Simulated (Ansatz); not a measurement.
# Ir3C2: the cost of one run

Program: Ansatz 0.2.0. Level of theory: DFT PBE, scalar-relativistic, plane waves, PAW. These are calculated values, not measurements.

### Step 1. The starting structure

Symmetry: P6mm, No. 183, hexagonal system. The conventional cell has a = 4.014 Å, b = 4.014 Å, c = 4.653 Å, α = 90.00°, β = 90.00°, γ = 120.00°. Ir (site symmetry 2mm) is surrounded by 2 C at 1.99 Å and 4 Ir at 2.01 Å. C (site symmetry 3m) has 3 Ir at 1.99 Å as nearest neighbours.

Structure file:

```cif
data_structure
_symmetry_space_group_name_H-M 'P 1'
_symmetry_Int_Tables_number 1
_cell_length_a 4.0139
_cell_length_b 4.0139
_cell_length_c 4.6530
_cell_angle_alpha 90.000
_cell_angle_beta 90.000
_cell_angle_gamma 120.000
_cell_volume 64.92
loop_
_atom_site_label
_atom_site_type_symbol
_atom_site_fract_x
_atom_site_fract_y
_atom_site_fract_z
_atom_site_occupancy
Ir1 Ir 0.50000 0.00000 0.63948 1
Ir2 Ir 0.00000 0.50000 0.63948 1
Ir3 Ir 0.50000 0.50000 0.63948 1
C1 C 0.66667 0.33333 0.29292 1
C2 C 0.33333 0.66667 0.29292 1
```

### Step 2. Coarse relaxation

Contents of input.yaml:

```yaml
crystal:
  lattice:
    - [4.0138967965, 0.0, 0.0]
    - [-2.0069483982, 3.4761365939, 0.0]
    - [0.0, 0.0, 4.6530088344]
  atoms:
    - { symbol: Ir, position: [0.5, 0.0, 0.6394751757] }
    - { symbol: Ir, position: [0.0, 0.5, 0.6394751757] }
    - { symbol: Ir, position: [0.5, 0.5, 0.6394751757] }
    - { symbol: C, position: [0.6666666667, 0.3333333333, 0.2929213859] }
    - { symbol: C, position: [0.3333333333, 0.6666666667, 0.2929213859] }
basis:
  ecutwfc: 420
kpoints:
  mp_grid: { grid: [6, 6, 4] }
hamiltonian:
  xc: pbe
scf:
  occupations: { method: gaussian, width: 0.1 }
  lower_state_search: "off"
output:
  forces: true
  stress: true
  eigenvalues: true
relax:
  adjacent_minimum: "off"
  f_tol: 0.04
  max_steps: 70
  cell: { stress_tol: 0.4 }
```

On the command line:

```console
ansatz run input.yaml --threads 1 --pin off --max-ram 2560MiB --backend cpu --events-out ev --progress --plain --runs-dir out
```

What time and memory should one allow on 1 thread of Arm Neoverse V1, shared host?

About 2.2 min, with a peak of 0.32 GiB.
